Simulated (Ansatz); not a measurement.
# CH4AlNO: small, medium and large basis sets

Aim: see how fast density functionals converge with the basis set for CH4AlNO.

The runs use Ansatz 0.2.0, Gaussian basis; one geometry, several basis sets.

Levels to be run: PBE0-D4/def2-SVP; ωB97M-V/def2-SVP; PBE0-D4/def2-QZVPP; ωB97M-V/def2-QZVPP; the functionals' def2-TZVPP values are taken from earlier runs.

## (1) The relaxed structure

An earlier PBE0-D4 in a triple-zeta def2 set relaxation fixed the geometry.

8 atoms, charge 0, spin multiplicity 1.

Atoms are counted from 1 here; the program's logs count them from 0.

Bond lengths: N1–C2 1.325 Å, N1–H5 1.008 Å, N1–H6 1.005 Å, C2–O3 1.231 Å, C2–H7 1.100 Å, O3–Al4 2.097 Å, Al4–H8 1.658 Å. Angles: C2–N1–H5 119.8°, C2–N1–H6 120.9°, H5–N1–H6 119.3°, N1–C2–O3 123.1°, N1–C2–H7 116.1°, O3–C2–H7 120.8°, C2–O3–Al4 118.5°, O3–Al4–H8 87.8°.

## (2) PBE0-D4 in def2-SVP

in.yaml

```yaml
crystal:
  periodic: [false, false, false]
  atoms:
    - {symbol: N, position_ang: [-0.307405, 1.564198, 0.011506]}
    - {symbol: C, position_ang: [0.292711, 0.383382, 0.026591]}
    - {symbol: O, position_ang: [-0.318002, -0.682284, -0.049504]}
    - {symbol: Al, position_ang: [0.780162, -2.468016, -0.014731]}
    - {symbol: H, position_ang: [-1.310992, 1.614487, -0.065541]}
    - {symbol: H, position_ang: [0.224729, 2.414010, 0.075414]}
    - {symbol: H, position_ang: [1.389081, 0.399162, 0.112412]}
    - {symbol: H, position_ang: [-0.658082, -3.282038, -0.152049]}
basis:
  gaussian: {orbitals: def2-SVP}
hamiltonian: {xc: pbe0, dispersion: d4}
output: {orbitals: {seedname: orbitals}}
```

Run with:

```bash
$ ansatz run in.yaml --threads 2 --pin off --events-out ev --progress --plain --max-ram 4352MiB
```

The runs that follow: ωB97M-V in def2-SVP; PBE0-D4 in def2-QZVPP; ωB97M-V in def2-QZVPP.

Before running them: what should the planned runs give, taken together? Wanted: PBE0-D4: double and triple zeta above quadruple; ωB97M-V: double and triple zeta above quadruple.

As calculated:

```
                                       quantity          value
PBE0-D4: double and triple zeta above quadruple  8.08, 0.45 eV
ωB97M-V: double and triple zeta above quadruple  8.27, 0.45 eV
```

In words: For PBE0-D4 the step from double to triple zeta gains 7.63 eV and the next only 0.45 eV. Total energies overstate the basis error of differences, where much of it tends to cancel.
